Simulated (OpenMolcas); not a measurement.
**Br³⁺: CASSCF and CASPT2 terms and fine-structure levels**

Wanted: the level scheme of Br³⁺ from active-space wave functions, then second-order correlation under several settings.

The numbers are computed with OpenMolcas 26.06 (state-averaged CASSCF and CASPT2, spin-orbit coupling by RASSI with atomic mean-field integrals), except any that are marked as measured or tabulated.

**1. The system**

```
Species                           : Br³⁺ (bromine, Z = 35, 32 electrons)
Basis                             : ANO-R2 [6s5p4d2f1g], 64 functions
Scalar Hamiltonian                : X2C, finite nucleus
Inactive shells                   : 1s 2s 2p 3s 3p 3d
Active space                      : 4 electrons in 4 orbitals (4s 4p)
Some configurations of this space : 4p4, 4s 4p3, 4s2 4p2
Orbitals                          : optimised for each spin and parity, averaged over the low roots
```

Outer shells as boxes (Hund's rule):

4p4
```
4p [↑↓][↑ ][↑ ]
```

4s 4p3
```
4s [↑ ]
4p [↑ ][↑ ][↑ ]
```

4s2 4p2
```
4s [↑↓]
4p [↑ ][↑ ][  ]
```

Each step is its own input file, run in one work folder so that later steps find the files of earlier ones. Labels, J, g values, rates, χT and fits are worked out afterwards by a script from the matrices that RASSI stores.

**2. GATEWAY and SEWARD: basis and integrals**

Contents of a.inp:

```
&GATEWAY
Coord
1

Br 0.0 0.0 0.0
Basis=ANO-R2
Group=XYZ
NoMove
AngMom=0.0 0.0 0.0
AMFI
&SEWARD
```

On the command line:

```sh
$ OMP_NUM_THREADS=1 MOLCAS_MEM=1689 MOLCAS_PROJECT=a pymolcas a.inp > a.log
```

**3. CASSCF: triplets of even parity, 6 roots**

Contents of a.inp:

```
&RASSCF
FileOrb=start.orb
Symmetry=1
Spin=3
nActEl=4 0 0
Inactive=8 6
Ras2=1 3
CIRoot=6 6 1
SDav=6
CIMx=300
Iter=120 100
PrWF=0.3
OrbListing=Nothing
MaxOrb=0
Atom
>>> COPY $Project.JobIph JOB001
```

start.orb holds the contracted functions of the basis, ordered by shell, or the orbitals of the step before.

**4. Reference wave functions, singlets of even parity, 12 roots**

Contents of a.inp:

```
&RASSCF
FileOrb=start.orb
Symmetry=1
Spin=1
nActEl=4 0 0
Inactive=8 6
Ras2=1 3
CIRoot=12 12 1
SDav=12
CIMx=300
Iter=120 100
PrWF=0.3
OrbListing=Nothing
MaxOrb=0
Atom
>>> COPY $Project.JobIph JOB002
```

**5. Reference wave functions, quintets of odd parity, 1 root**

Contents of a.inp:

```
&RASSCF
FileOrb=start.orb
Symmetry=2
Spin=5
nActEl=4 0 0
Inactive=8 6
Ras2=1 3
CIRoot=1 1 1
SDav=1
CIMx=300
Iter=120 100
PrWF=0.3
OrbListing=Nothing
MaxOrb=0
Atom
>>> COPY $Project.JobIph JOB003
```

**6. CASSCF: triplets of odd parity, 9 roots**

Contents of a.inp:

```
&RASSCF
FileOrb=start.orb
Symmetry=2
Spin=3
nActEl=4 0 0
Inactive=8 6
Ras2=1 3
CIRoot=9 9 1
SDav=9
CIMx=300
Iter=120 100
PrWF=0.3
OrbListing=Nothing
MaxOrb=0
Atom
>>> COPY $Project.JobIph JOB004
```

**7. Reference wave functions, singlets of odd parity, 8 roots**

Contents of a.inp:

```
&RASSCF
FileOrb=start.orb
Symmetry=2
Spin=1
nActEl=4 0 0
Inactive=8 6
Ras2=1 3
CIRoot=8 8 1
SDav=8
CIMx=300
Iter=120 100
PrWF=0.3
OrbListing=Nothing
MaxOrb=0
Atom
>>> COPY $Project.JobIph JOB005
```

**8. State interaction with spin-orbit coupling**

Contents of a.inp:

```
&RASSI
NrOfJobIphs=5 6 12 1 9 8
1 2 3 4 5 6
1 2 3 4 5 6 7 8 9 10 11 12
1
1 2 3 4 5 6 7 8 9
1 2 3 4 5 6 7 8
IphNames
JOB001
JOB002
JOB003
JOB004
JOB005
EJob
SpinOrbit
DIPRint=1.0
SOCoupling=1000.0
Subsets=2
MEES
Property=10
'ANGMOM' 1 'ANGMOM' 2 'ANGMOM' 3 'MLTPL  1' 1 'MLTPL  1' 2 'MLTPL  1' 3
'AMFI' 1 'AMFI' 2 'AMFI' 3 'MLTPL  2' 6
SOProperty=3
'ANGMOM' 1 'ANGMOM' 2 'ANGMOM' 3
```

**9. CASPT2: IPEA 0.25, imaginary shift 0.1 (closed shells correlated: 3d)**

Contents of a.inp:

```
>>> COPY JOB001 $Project.JobIph
&CASPT2
Multistate=6 1 2 3 4 5 6
Frozen=3 6
IPEA=0.25
Imaginary=0.1
MaxIter=60
WThr=0.0 0.3 0.05
PrWF=0.5
NoMix
>>> COPY JOB002 $Project.JobIph
&CASPT2
Multistate=12 1 2 3 4 5 6 7 8 9 10 11 12
Frozen=3 6
IPEA=0.25
Imaginary=0.1
MaxIter=60
WThr=0.0 0.3 0.05
PrWF=0.5
NoMix
>>> COPY JOB003 $Project.JobIph
&CASPT2
Multistate=1 1
Frozen=3 6
IPEA=0.25
Imaginary=0.1
MaxIter=60
WThr=0.0 0.3 0.05
PrWF=0.5
NoMix
>>> COPY JOB004 $Project.JobIph
&CASPT2
Multistate=9 1 2 3 4 5 6 7 8 9
Frozen=3 6
IPEA=0.25
Imaginary=0.1
MaxIter=60
WThr=0.0 0.3 0.05
PrWF=0.5
NoMix
>>> COPY JOB005 $Project.JobIph
&CASPT2
Multistate=8 1 2 3 4 5 6 7 8
Frozen=3 6
IPEA=0.25
Imaginary=0.1
MaxIter=60
WThr=0.0 0.3 0.05
PrWF=0.5
NoMix
```

**10. CASPT2: IPEA 0.25, imaginary shift 0.1 (closed shells correlated: none)**

a.inp, as its differences from that of step 9:

```diff
@@ -3,3 +3,3 @@
 Multistate=6 1 2 3 4 5 6
-Frozen=3 6
+Frozen=8 6
 IPEA=0.25
@@ -13,3 +13,3 @@
 Multistate=12 1 2 3 4 5 6 7 8 9 10 11 12
-Frozen=3 6
+Frozen=8 6
 IPEA=0.25
@@ -23,3 +23,3 @@
 Multistate=1 1
-Frozen=3 6
+Frozen=8 6
 IPEA=0.25
@@ -33,3 +33,3 @@
 Multistate=9 1 2 3 4 5 6 7 8 9
-Frozen=3 6
+Frozen=8 6
 IPEA=0.25
@@ -43,3 +43,3 @@
 Multistate=8 1 2 3 4 5 6 7 8
-Frozen=3 6
+Frozen=8 6
 IPEA=0.25
```

(Steps that only read results are left out.)

**Question.** What will these runs give? Wanted: lowest level; first excited level; lowest level of another term; spin-orbit lowering of the lowest level; strongest of the lines computed, by gA, at CASSCF energies.

**Answer**, as computed:

```
                                                  quantity                                                                     value
                                                    method  SS-CASPT2, IPEA 0.25, imaginary shift 0.1 (closed shells correlated: 3d)
                                              lowest level                                            4s2 4p2 3P0, 98 % of that term
                               ground level listed by NIST                                                                       3P0
                                       first excited level                                                  4s2 4p2 3P1 at 2320 cm-1
                              lowest level of another term                                                 4s2 4p2 1D2 at 15490 cm-1
                   spin-orbit lowering of the lowest level                                                                 3955 cm-1
strongest of the lines computed, by gA, at CASSCF energies                    4s 4p3 1D* 2 → 4s2 4p2 1D2, 65.74 nm, A = 1.53e+10 s⁻¹
```

What each method costs and misses:

| method | time of its own steps | time with the reference | mean absolute difference from method B (cm-1) |
| --- | --- | --- | --- |
| A. CASSCF | 11 s | 11 s | 10000 |
| B. SS-CASPT2, IPEA 0.25, imaginary shift 0.1, +3d | 3.5 s | 15 s | 0 |
| C. SS-CASPT2, IPEA 0.25, imaginary shift 0.1, +none | 2.3 s | 14 s | 1700 |

Times are of one thread on a shared host.

In words: The multiplet 3P is regular; its intervals divided by the larger J differ by 52 % of their mean, where Landé's rule for pure LS coupling makes them equal. Second-order correlation (method B) scales the levels of the lowest configuration above 5000 cm⁻¹ by 0.83 to 1.02. Only the configurations of the active space and the roots asked for are present. CASPT2 does not keep the components of a term degenerate, and the means are used. Reference weights range from 0.85 to 0.97, which points to intruder states or a small active space for some roots. No d shell is active. Only valence configurations of the active space appear, up to the ionisation limit; * or ° marks odd parity.
